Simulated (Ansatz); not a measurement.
# C2H6Cl2Si (dichlorodimethylsilane): HF/def2-SVP

Aim: the energy change on altering one bond length of C2H6Cl2Si (dichlorodimethylsilane) at HF/def2-SVP, from 2 runs. 

The calculation is run with Ansatz 0.2.0.

81 further runs of the same task are left out: 81 set aside as unsound or not needed.

### Step 1. The structure to begin with

C2H6Cl2Si: 11 atoms, total charge 0, spin state singlet. As SMILES, `C[Si](C)(Cl)Cl`. Geometry: relaxed at PBE0-D4/def2-TZVP.

Bond lengths: C1–Si2 1.851 Å, Si2–C3 1.851 Å, Si2–Cl4 2.058 Å, Si2–Cl5 2.058 Å, C1–H6 1.093 Å, C1–H7 1.091 Å, C1–H8 1.093 Å, C3–H9 1.093 Å, C3–H10 1.091 Å, C3–H11 1.093 Å. Some angles: C1–Si2–C3 114.5°, C1–Si2–Cl4 108.6°, C1–Si2–Cl5 108.6°, C3–Si2–Cl4 108.6°, C3–Si2–Cl5 108.6°, Cl4–Si2–Cl5 107.7°, Si2–C1–H6 110.3°, Si2–C1–H7 110.5°, Si2–C1–H8 110.3°, Si2–C3–H9 110.3°.

### Step 2. The energy at HF/def2-SVP

Contents of run.yaml:

```yaml
basis:
  gaussian: {orbitals: def2-SVP}
crystal:
  periodic: [false, false, false]
  atoms:
    - {symbol: C, position_ang: [-1.474780, 0.260330, 0.569630]}
    - {symbol: Si, position_ang: [0.049440, 0.400780, -0.470390]}
    - {symbol: C, position_ang: [1.413930, -0.753620, 0.009340]}
    - {symbol: Cl, position_ang: [-0.457830, 0.039560, -2.432040]}
    - {symbol: Cl, position_ang: [0.750400, 2.332220, -0.351670]}
    - {symbol: H, position_ang: [-1.240880, 0.476080, 1.614990]}
    - {symbol: H, position_ang: [-2.234960, 0.966850, 0.231850]}
    - {symbol: H, position_ang: [-1.886320, -0.749770, 0.503510]}
    - {symbol: H, position_ang: [1.724400, -0.565080, 1.039920]}
    - {symbol: H, position_ang: [2.278000, -0.616910, -0.643230]}
    - {symbol: H, position_ang: [1.078600, -1.790430, -0.071900]}
hamiltonian: {xc: hf}
accuracy: high
output: {orbitals: {seedname: orbitals}}
```

On the command line:

```console
$ ansatz run run.yaml --threads 1 --pin off --max-ram 3480MiB --events-out events.jsonl --progress --plain --runs-dir runs
```

Log:

```text
Warning: RAYON_NUM_THREADS=1 ignored (pool sized by the plan → 1); use --threads N
Functional definition: HF
  name "HF"
  exchange = exact_x
  correlation = 0
2521 factors; integrals over basis functions are off by at most 7.6e-9 eV
mean field evaluation 1: about -35014.8583 eV, gradient 2.9e1 eV
mean field evaluation 2: about -35014.8689 eV, gradient 2.9e1 eV
mean field evaluation 4: about -35017.2842 eV, gradient 2.4e0 eV
mean field evaluation 8: about -35017.3082 eV, gradient 3.5e-5 eV
mean field -35017.30822048 eV, -1286.8623415185 hartree, gradient 1.8e-8 eV, S^2 0.000000; 0 other end points of the search recorded, 0 dependent functions left out
reference -35017.30822048 eV, -1286.8623415185 hartree; 33, 33 occupied and 79, 79 virtual orbitals, 2521 factors
Total energy: -35017.30822048 eV, -1286.8623415185 hartree
```

Wall time 6 s (1 thread of Arm Neoverse V1, shared host); peak memory 0.41 GiB.

### Step 3. The distorted shape

Contents of run.yaml:

```yaml
crystal:
  periodic: [false, false, false]
  atoms:
    - {symbol: C, position_ang: [-1.825262, -0.705394, 0.510270]}
    - {symbol: Si, position_ang: [-0.301042, -0.564944, -0.529750]}
    - {symbol: C, position_ang: [1.063448, -1.719344, -0.050020]}
    - {symbol: Cl, position_ang: [-0.808312, -0.926164, -2.491400]}
    - {symbol: Cl, position_ang: [0.750400, 2.332220, -0.351670]}
    - {symbol: H, position_ang: [-1.591362, -0.489644, 1.555630]}
    - {symbol: H, position_ang: [-2.585442, 0.001126, 0.172490]}
    - {symbol: H, position_ang: [-2.236802, -1.715494, 0.444150]}
    - {symbol: H, position_ang: [1.373918, -1.530804, 0.980560]}
    - {symbol: H, position_ang: [1.927518, -1.582634, -0.702590]}
    - {symbol: H, position_ang: [0.728118, -2.756154, -0.131260]}
basis:
  gaussian:
    orbitals: def2-SVP
hamiltonian:
  xc: hf
accuracy: high
output:
  orbitals: {seedname: orbitals}
```

On the command line:

```console
$ ansatz run run.yaml --threads 1 --pin off --max-ram 3480MiB --events-out events.jsonl --progress --plain --runs-dir runs
```

Log:

```text
Warning: RAYON_NUM_THREADS=1 ignored (pool sized by the plan → 1); use --threads N
[... 4 set-up lines as earlier in the session ...]
2477 factors; integrals over basis functions are off by at most 9.2e-9 eV
mean field evaluation 1: about -35010.8998 eV, gradient 3.2e1 eV
mean field evaluation 2: about -35010.9068 eV, gradient 3.2e1 eV
mean field evaluation 4: about -35014.3527 eV, gradient 2.9e0 eV
mean field evaluation 8: about -35014.4005 eV, gradient 6.6e-4 eV
mean field -35014.40050232 eV, -1286.7554848472 hartree, gradient 4.5e-8 eV, S^2 0.000000; 0 other end points of the search recorded, 0 dependent functions left out
reference -35014.40050232 eV, -1286.7554848472 hartree; 33, 33 occupied and 79, 79 virtual orbitals, 2477 factors
Total energy: -35014.40050232 eV, -1286.7554848472 hartree
```

Wall time 8.7 s (1 thread of Arm Neoverse V1, shared host); peak memory 0.39 GiB.

### Step 4. Outcome

At HF/def2-SVP:

```
                                                           quantity           value
                                          first shape: total energy  -1286.86234 Eh
                                           first shape: HOMO energy       -11.78 eV
                                           first shape: LUMO energy         4.31 eV
                                         first shape: HOMO–LUMO gap        16.09 eV
                                      distorted shape: total energy  -1286.75548 Eh
                                       distorted shape: HOMO energy       -10.01 eV
                                       distorted shape: LUMO energy         0.26 eV
                                     distorted shape: HOMO–LUMO gap        10.27 eV
energy change with the Si2–Cl5 bond stretched from 2.058 to 3.087 Å        2.908 eV
```

In words: With the Si2–Cl5 bond stretched from 2.058 to 3.087 Å the energy rises by 2.91 eV (281 kJ/mol). The first shape isn't relaxed at this level, so the change isn't measured from a minimum. A restricted reference can't describe the breaking bond well at this length.
